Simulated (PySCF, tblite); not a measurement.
**C6H6F2: geometry, infrared bands and NMR shifts**

What infrared bands and NMR shifts should C6H6F2 (`C/C(F)=C1/C=C(F)C1`) show?

The runs use tblite 0.8.0 and PySCF 2.14.0, with density-fitted response routines of our own; the level of theory stands in each step. All values are computed, except where a source is named. Atoms are numbered from 0 throughout.

**1. The starting structure**

14 atoms, charge 0, multiplicity 1; geometry from: force field or distance geometry start.

Bonds of the start (Å): C0–C1 1.50, C1–F2 1.36, C1–C3 1.33, C3–C4 1.44, C4–C5 1.36, C5–F6 1.34, C5–C7 1.52, C7–C3 1.50, C0–H8 1.09, C0–H9 1.09, C0–H10 1.10, C4–H11 1.08, C7–H12 1.09, C7–H13 1.10.

**2. Optimising the geometry with GFN2-xTB**

Job settings and geometry (Å):

```
{"job": {"kind": "relax", "xc": "GFN2-xTB", "basis": "xTB"}, "charge": 0, "multiplicity": 1}
C      2.175700    -0.188500    -0.358300
C      1.053100     0.613200     0.238100
F      1.405700     1.743300     0.902100
C     -0.239800     0.294600     0.190300
C     -1.441600     0.893900     0.709500
C     -2.226700    -0.087700     0.192500
F     -3.547000    -0.307400     0.205000
C     -1.035800    -0.837600    -0.390100
H      2.709200     0.421300    -1.088500
H      2.869600    -0.490600     0.425000
H      1.802200    -1.088400    -0.863700
H     -1.638200     1.796700     1.272800
H     -1.033000    -0.923600    -1.477200
H     -0.854100    -1.839700     0.020300
```

Started as:

```console
> OMP_NUM_THREADS=1 python probes_run.py task.json out
```

One launch serves the whole session: the jobs run in the order shown.

**Question.** This job is followed by: GFN2-xTB harmonic vibrations, gas phase; GIAO PBE0/pcSseg-1 NMR shielding, non-relativistic, gas phase. What will the session give for the following? strongest single infrared mode (GFN2-xTB); zero-point energy (GFN2-xTB); 13C shifts against TMS (PBE0/pcSseg-1); 1H shifts against TMS (PBE0/pcSseg-1, means over atoms taken as alike); 19F shifts against CFCl3 (PBE0/pcSseg-1).

**Answer**, as computed:

| quantity | value |
| --- | --- |
| strongest single infrared mode (GFN2-xTB) | 1278 cm⁻¹, 161 km/mol |
| zero-point energy (GFN2-xTB) | 63.8 kcal/mol |
| 13C shifts against TMS (PBE0/pcSseg-1) | 167.6, 155.9, 115.4, 111.1, 40.8, 18.0 ppm |
| 1H shifts against TMS (PBE0/pcSseg-1, means over atoms taken as alike) | 5.55, 3.26, 2.03 ppm |
| 19F shifts against CFCl3 (PBE0/pcSseg-1) | -91.5, -120.4 ppm |

What this shows: Relaxing lowered the energy by 0.087 eV in 32 steps; the close pair that moved most is C3–C7, from 1.501 to 1.527 Å. All 36 modes are real, so the xTB geometry is a minimum. The strongest single mode, at 1278 cm⁻¹, moves mainly C5. Unscaled tight-binding wavenumbers are off by several per cent, some by more. Its intensities can rank the bands wrongly. The most deshielded hydrogen is H11 (hydrogen on an alkene CH), at 5.55 ppm: olefinic region. At PBE0/pcSseg-1: Shielding is most anisotropic at F6 (span 208 ppm, paramagnetic term -207 ppm).
